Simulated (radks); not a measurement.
# Yb²⁺ in [Xe] 4f14: an all-electron calculation

One table from this session's results is given with a row withheld; the runs are named, their logs left out.

The numbers are computed with radks (a radial shooting solver on a logarithmic mesh, Libxc functionals) version 1 (scalar-relativistic Kohn-Sham, PW91, spin-polarised, spherical densities, finite nucleus), except any that are marked as measured or tabulated.

**The system**

| Item | Value |
| --- | --- |
| element | ytterbium (Z = 70) |
| charge | +2 |
| electrons | 68 |
| configuration | [Xe] 4f14 |
| nuclear rms radius | 5.3108 fm |

The outer shells:

Yb²⁺
```
[Xe] core
4f [↑↓][↑↓][↑↓][↑↓][↑↓][↑↓][↑↓]
```

The first run:

Settings of this run:

```text
Z 70
configuration [Xe] 4f14
relativity scalar-relativistic
functional pw91,pw91
spin polarised
nucleus finite rms 5.3108 fm
c 137.035999084
```

One table of the session follows, with a row left open; its other results are not shown here.

It belongs to the step «Radial structure». From the orbitals of this run (lengths in bohr):

```
level      <r>  outermost maximum (interpolated)  90 % within  nodes
   1s  0.01966                            0.0124       0.0357      0
   2s  0.08334                            0.0706        0.129      1
   2p  0.07414                            0.0576        0.121      0
   3s   0.2167                             0.199        0.318      2
   3p   0.2162                             0.197        0.323      1
   3d   0.1961                             0.160        0.305      0
   4s        ?                                 ?            ?      ?
   4p   0.5183                             0.476        0.754      2
   4d   0.5602                             0.491        0.843      1
   5s    1.207                              1.07         1.75      4
   5p    1.440                              1.23         2.13      3
   4f   0.7802                             0.483         1.37      0
```

Estimate the missing values for 4s.

The run gave: <r>: 0.4879; outermost maximum (interpolated): 0.455; 90 % within: 0.701; nodes: 3. In the column «<r>» it lies between 3s (0.2167) and 4p (0.5183).
